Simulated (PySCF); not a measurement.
# C5H6F2: the cost of one run

Programs: PySCF 2.14.0, with density-fitted response routines of our own. Each step states its level of theory. These are calculated values for one molecule in the gas phase, unless marked as measured. Atoms count from 0, in the outputs and in this text.

### Step 1. The molecule as given

13 atoms, charge 0, multiplicity 1; geometry from: GFN2-xTB. The atoms were then displaced at random by about 0.01 Å, so the start is not that level's minimum.

Bonds of the start (Å): F0–C1 1.40, C1–C2 1.50, C2–C3 1.30, C3–F4 1.33, C3–C5 1.52, C5–C6 1.57, C6–C2 1.50, C1–H7 1.10, C1–H8 1.10, C5–H9 1.08, C5–H10 1.10, C6–H11 1.08, C6–H12 1.08.

### Step 2. Relaxing the molecule at PBE0-D3(BJ)/def2-SVP

The job: settings as JSON, then the geometry in Å.

```
{"job": {"xc": "PBE0", "basis": "def2-SVP", "d3": "d3bj", "grid": 1, "shake": 0.01, "kind": "geom"}, "charge": 0, "multiplicity": 1}
F      2.286350    -0.065460     1.408740
C      1.886310     0.058640     0.077700
C      0.392960     0.091190    -0.055620
C     -0.456000     0.954080    -0.516640
F     -0.412010     2.140850    -1.114520
C     -1.694850     0.124680    -0.200090
C     -0.649640    -0.901170     0.357550
H      2.333660    -0.807600    -0.429920
H      2.337570     0.989590    -0.288230
H     -2.266250    -0.223420    -1.047760
H     -2.374600     0.540870     0.551600
H     -0.620270    -1.845270    -0.169790
H     -0.757390    -1.073860     1.416660
```

Started as:

```bash
$ OMP_NUM_THREADS=1 python probes_run.py task.json out
```

The driver reads the jobs from task.json and runs them one after another.

**Question.** How long does this first job take on 1 thread of Arm Neoverse V1, shared host, and how much memory does it need?

About 80 s, with a peak of 0.5 GiB.
